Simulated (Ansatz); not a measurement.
**FH4NOSSn: basis-set convergence**

How large a basis does FH4NOSSn need? Two functionals are run in growing sets.

The runs use Ansatz 0.2.0, Gaussian basis; one geometry, several basis sets.

The runs, in order: PBE0-D4/def2-SVP; ωB97M-V/def2-SVP; PBE0-D4/def2-QZVPP; ωB97M-V/def2-QZVPP; the functionals' def2-TZVPP values are taken from earlier runs.

## (1) Structure used throughout

The geometry comes from an earlier relaxation with PBE0-D4 in a triple-zeta def2 set; it is a stationary point, not always the lowest conformer. Sn takes the def2 core potential; no spin-orbit term is included.

SMILES `[NH2][Sn]([OH])([F])[SH]`, 9 atoms, charge 0, spin multiplicity 1.

Atoms are counted from 1 here; the program's logs count them from 0.

Bond lengths: N1–Sn2 1.989 Å, N1–H6 1.012 Å, N1–H7 1.011 Å, Sn2–O3 1.941 Å, Sn2–F4 1.927 Å, Sn2–S5 2.371 Å, O3–H8 0.961 Å, S5–H9 1.345 Å. Angles: Sn2–N1–H6 113.4°, Sn2–N1–H7 114.2°, H6–N1–H7 109.2°, N1–Sn2–O3 103.9°, N1–Sn2–F4 115.2°, N1–Sn2–S5 113.2°, O3–Sn2–F4 104.9°, O3–Sn2–S5 117.1°, F4–Sn2–S5 102.6°, Sn2–O3–H8 113.4°, Sn2–S5–H9 90.2°.

## (2) PBE0-D4 in def2-SVP

Contents of in.yaml:

```yaml
crystal:
  periodic: [false, false, false]
  atoms:
    - {symbol: N, position_ang: [1.291560, 1.213853, -0.487896]}
    - {symbol: Sn, position_ang: [-0.071718, -0.133739, 0.041078]}
    - {symbol: O, position_ang: [0.931813, -1.790954, 0.164588]}
    - {symbol: F, position_ang: [-1.439572, -0.477803, -1.272315]}
    - {symbol: S, position_ang: [-1.333013, 0.508180, 1.943939]}
    - {symbol: H, position_ang: [1.897338, 0.900076, -1.235277]}
    - {symbol: H, position_ang: [0.909414, 2.118887, -0.727111]}
    - {symbol: H, position_ang: [0.374312, -2.568613, 0.250578]}
    - {symbol: H, position_ang: [-2.471735, 0.183712, 1.305318]}
basis:
  gaussian: {orbitals: def2-SVP}
hamiltonian: {xc: pbe0, dispersion: d4}
output: {orbitals: {seedname: orbitals}}
```

Run with:

```bash
$ ansatz run in.yaml --threads 4 --pin off --events-out ev --progress --plain --max-ram 10444MiB
```

The runs that follow: ωB97M-V in def2-SVP; PBE0-D4 in def2-QZVPP; ωB97M-V in def2-QZVPP.

Q: Predict the results of all the runs planned. Wanted: PBE0-D4: double and triple zeta above quadruple; ωB97M-V: double and triple zeta above quadruple.

The runs gave:

| quantity | value |
| --- | --- |
| PBE0-D4: double and triple zeta above quadruple | 13.19, 0.79 eV |
| ωB97M-V: double and triple zeta above quadruple | 13.33, 0.75 eV |

For PBE0-D4 the step from double to triple zeta gains 12.40 eV and the next only 0.79 eV. Total energies overstate the basis error of differences, where much of it tends to cancel. The LUMO of ωB97M-V is positive and keeps falling with the basis (0.77 to 0.14 eV): an unbound level that the basis holds in place.
